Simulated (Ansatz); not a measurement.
# CH8BClSi2: a ladder of functionals and wavefunction methods

An exercise on one series of results from a longer session: the logs are not shown, and one member is left open.

The runs use Ansatz 0.2.0, Gaussian basis; functionals in def2-TZVPP, the program's frozen cores in correlated methods.

The runs, in order: LDA (SPW92), PBE-D4, revPBE-D4, BLYP-D4, r2SCAN-D4, B97M-V, PBE0-D4, B3LYP-D4, r2SCANh-D4, r2SCAN0-D4, HSE06-D4, BHLYP-D4, CAM-B3LYP-D4, LC-ωPBE, ωB97X-V, ωB97M-V, B2PLYP, PBE-QIDH; CCSD(T)/def2-SVP; CCSD(T)/def2-TZVPP; MP2/def2-QZVPP; extrapolation to the limit; RPA on PBE.

## Structure used throughout

An earlier PBE0-D4 in a triple-zeta def2 set relaxation fixed the geometry.

13 atoms, charge 0, spin multiplicity 1.

Atoms are counted from 1 here; the program's logs count them from 0.

Bond lengths: C1–Si2 1.868 Å, C1–H6 1.092 Å, C1–H7 1.093 Å, C1–H8 1.092 Å, Si2–Cl3 2.076 Å, Si2–B4 2.003 Å, Si2–H9 1.493 Å, B4–Si5 2.004 Å, B4–H10 1.199 Å, Si5–H11 1.495 Å, Si5–H12 1.488 Å, Si5–H13 1.488 Å. Angles: Si2–C1–H6 111.0°, Si2–C1–H7 110.0°, Si2–C1–H8 110.3°, H6–C1–H7 108.5°, H6–C1–H8 108.3°, H7–C1–H8 108.7°, C1–Si2–Cl3 107.9°, C1–Si2–B4 113.8°, C1–Si2–H9 110.2°, Cl3–Si2–B4 111.3°, Cl3–Si2–H9 106.2°, B4–Si2–H9 107.3°, Si2–B4–Si5 122.9°, Si2–B4–H10 116.3°, Si5–B4–H10 120.8°, B4–Si5–H11 104.8°, B4–Si5–H12 111.8°, B4–Si5–H13 115.0° and more.

Set-up of the first run:

File in.yaml:

```yaml
crystal:
  periodic: [false, false, false]
  atoms:
    - {symbol: C, position_ang: [-2.118887, 0.654906, 0.881982]}
    - {symbol: Si, position_ang: [-0.295059, 0.285233, 1.039126]}
    - {symbol: Cl, position_ang: [-0.097416, -1.648815, 1.766019]}
    - {symbol: B, position_ang: [0.727837, 0.530198, -0.665865]}
    - {symbol: Si, position_ang: [1.901705, -0.895278, -1.443737]}
    - {symbol: H, position_ang: [-2.589289, -0.004431, 0.149747]}
    - {symbol: H, position_ang: [-2.264630, 1.689672, 0.561435]}
    - {symbol: H, position_ang: [-2.618405, 0.512076, 1.842341]}
    - {symbol: H, position_ang: [0.325590, 1.178749, 2.060882]}
    - {symbol: H, position_ang: [0.577535, 1.577751, -1.229614]}
    - {symbol: H, position_ang: [0.953908, -1.894009, -2.026400]}
    - {symbol: H, position_ang: [2.702331, -1.583380, -0.395346]}
    - {symbol: H, position_ang: [2.815180, -0.437270, -2.525669]}
basis:
  gaussian: {orbitals: def2-TZVPP}
hamiltonian: {xc: lda}
output: {orbitals: {seedname: orbitals}}
```

On the command line:

```console
ansatz run in.yaml --threads 4 --pin off --events-out ev --progress --plain --max-ram 10444MiB
```

Among the steps run: LDA; PBE-D4 (GGA); revPBE-D4 (GGA); BLYP-D4 (GGA); r2SCAN-D4 (meta-GGA); B97M-V (meta-GGA); B3LYP-D4 (hybrid); r2SCANh-D4 (hybrid); r2SCAN0-D4 (hybrid); HSE06-D4 (hybrid); BHLYP-D4 (hybrid); CAM-B3LYP-D4 (range-separated); LC-ωPBE (range-separated); ωB97X-V (range-separated); ωB97M-V (range-separated); B2PLYP (double hybrid); PBE-QIDH (double hybrid).

One table of the session follows, with a row left open; its other results are not shown here.

It belongs to the step «Orbital energies across the functionals». 

| functional | HOMO (eV) | LUMO (eV) | gap (eV) |
| --- | --- | --- | --- |
| LDA (SPW92) | -6.71 | -4.13 | 2.57 |
| PBE-D4 | -6.62 | -3.90 | 2.72 |
| revPBE-D4 | -6.58 | -3.79 | 2.78 |
| BLYP-D4 | -6.50 | -3.70 | 2.80 |
| r2SCAN-D4 | -6.88 | -3.65 | 3.23 |
| B97M-V | -7.00 | -3.77 | 3.23 |
| PBE0-D4 | -7.81 | -2.97 | 4.85 |
| B3LYP-D4 | -7.62 | -3.13 | 4.49 |
| r2SCANh-D4 | -7.32 | -3.32 | 4.00 |
| r2SCAN0-D4 | -7.98 | -2.83 | 5.15 |
| HSE06-D4 | -7.42 | -3.35 | 4.07 |
| BHLYP-D4 | -8.92 | -1.88 | 7.04 |
| CAM-B3LYP-D4 | ? | ? | ? |
| LC-ωPBE | -10.47 | -0.67 | 9.80 |
| ωB97X-V | -10.13 | -0.78 | 9.35 |
| ωB97M-V | -9.92 | -1.00 | 8.92 |

Q: Estimate the row for CAM-B3LYP-D4 from the others.

As computed: HOMO (eV): -9.14; LUMO (eV): -1.80; gap (eV): 7.34. In the column «HOMO (eV)» it lies between ωB97M-V (-9.92) and BHLYP-D4 (-8.92).
